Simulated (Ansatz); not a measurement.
Consider a convergence test of the k-point mesh of NaPdO3, space group Pm-3m (Ansatz's Python interface).

`run_kconv.py`
```python
"""k-point test for NaPdO3."""

import warnings

import ansatz as az
from pymatgen.core import Lattice, Structure
from pymatgen.io.ase import AseAtomsAdaptor
from tabulate import tabulate

warnings.simplefilter("ignore", az.DeckWarning)

pmg_structure = Structure(
    Lattice([(3.991149, 0.0, 0.0), (0.0, 3.991149, 0.0), (0.0, 0.0, 3.991149)]),
    ["Na", "Pd", "O", "O", "O"],
    [
        (0.0, 0.0, 0.0),
        (0.5, 0.5, 0.5),
        (0.5, 0.5, 0.0),
        (0.5, 0.0, 0.5),
        (0.0, 0.5, 0.5),
    ],
)
xtal = az.Crystal.from_ase(AseAtomsAdaptor.get_atoms(pmg_structure))

job = (
    xtal.calculation()
    .pseudopotentials("paw")
    .functional("r2scan")
    .occupations(az.OccupationsMethod.FERMI_DIRAC, width=0.02)
    .scf(max_iterations=200)
)

rows = []
for value in [1.0, 0.6, 0.4, 0.3]:
    summary = job.kpoints(spacing=value).run(threads=1, pin="off").report
    rows.append((value, summary["free_energy_ev"] / len(summary["lattice"]["sites"]), summary["n_iterations"], summary["n_kpoints"]))

print(tabulate(rows, headers=["spacing (1/A)", "F/atom (eV)", "iterations", "k-points"], floatfmt=".4f", tablefmt="plain"))

# differences from the last row
for row in rows[:-1]:
    shift = 1000 * (row[1] - rows[-1][1])
    print(f"{row[0]}: {shift:+.2f} meV/atom" + ("  (within 2 meV)" if abs(shift) < 2 else ""))
```

From which mesh on is the energy per atom within 2 meV of the last row, and how does it get there?

From a spacing of 0.4 (4×4×4) on it stays within 2 meV an atom of the value at a spacing of 0.3 (6×6×6); the first row (a spacing of 1.0 (2×2×2)) is off by 98.6 meV and the last but one by 1.16 meV. That rests on few rows after larger swings, so the series isn't shown to be converged. This holds for F at a smearing of 0.02 eV; a narrower one needs a denser mesh.

What the script printed:

Running `python run_kconv.py` prints:
```text
  spacing (1/A)    F/atom (eV)    iterations    k-points
         1.0000     -2034.7495            10           4
         0.6000     -2034.7681            10           4
         0.4000     -2034.8470            10          10
         0.3000     -2034.8482             9          20
1.0: +98.65 meV/atom
0.6: +80.10 meV/atom
0.4: +1.16 meV/atom  (within 2 meV)
```

The cell holds an odd number of electrons and is run without spin, so a magnetic state may lie lower. The structure comes from a database of computed cells and needn't be a stable or known phase. Shifts are counted from the finest mesh, which is itself no proven limit. Hardware and time: 12 s on 1 thread of Arm Neoverse V2, on a shared host, peak memory 0.54 GiB.

(Lines on the test bed's own set-up are left out of the output.)
